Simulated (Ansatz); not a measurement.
# YbNb2W3: the cost of one run

Method: DFT PBE, scalar-relativistic, plane waves, PAW, in Ansatz 0.2.0.

1 further run of the same task is left out (it didn't finish).

## Step 1: Starting point

The structure is orthorhombic, space group Cmmm (No. 65). The conventional cell has a = 5.307 Å, b = 8.893 Å, c = 4.167 Å, α = 90.00°, β = 90.00°, γ = 90.00°. Yb (site symmetry mmm) is surrounded by 10 W at 3.01 to 3.37 Å and 8 Nb at 3.32 Å. Nb (site symmetry 2/m) is surrounded by 6 W at 2.59 to 2.60 Å and 2 Nb at 2.65 Å. Around W (site symmetry m2m) lie 3 W at 2.52 to 2.85 Å and 4 Nb at 2.60 Å. W (site symmetry mmm) has 4 W at 2.52 Å and 4 Nb at 2.59 Å as nearest neighbours.

As a file:

```xyz
6
Lattice="2.6536 -4.4463 0.0000 2.6536 4.4463 0.0000 0.0000 0.0000 4.1674" Properties=species:S:1:pos:R:3 pbc="T T T"
Yb    2.6536    0.0000    0.0000
Nb    1.3268    2.2231    2.0837
Nb    1.3268   -2.2231    2.0837
W     2.6536    3.0223    0.0000
W     2.6536   -3.0223    0.0000
W     0.0000    0.0000    2.0837
```

The cell is invented: species swapped into a database cell of CeGa2Cu3 (Cmmm, No. 65), with Yb on the Ce sites, Nb on the Ga sites and W on the Cu sites. Lengths come from tabulated atomic sizes and are only a guess.

## Step 2: Probe: one point on a coarse mesh

input.yaml

```yaml
crystal:
  lattice:
    - [2.65359628, -4.4462732, 0.0]
    - [2.65359628, 4.4462732, 0.0]
    - [0.0, 0.0, 4.16742539]
  atoms:
    - { symbol: Yb, position: [0.5, 0.5, 0.0] }
    - { symbol: Nb, position: [0.0, 0.5, 0.5] }
    - { symbol: Nb, position: [0.5, 0.0, 0.5] }
    - { symbol: W, position: [0.1601293, 0.8398707, 0.0] }
    - { symbol: W, position: [0.8398707, 0.1601293, 0.0] }
    - { symbol: W, position: [0.0, 0.0, 0.5] }
basis:
  ecutwfc: 420
kpoints:
  mp_grid: { grid: [4, 4, 4] }
hamiltonian:
  xc: pbe
scf:
  occupations: { method: gaussian, width: 0.1 }
  lower_state_search: "off"
output:
  forces: true
  stress: true
  eigenvalues: true
```

Command:

```
ansatz run input.yaml --threads 1 --pin off --max-ram 2560MiB --backend cpu --events-out ev --progress --plain --runs-dir out
```

What time and memory should one allow on 1 thread of AMD EPYC 9R14 (Zen 4), shared host?

About 4.8 s, with a peak of 0.49 GiB.
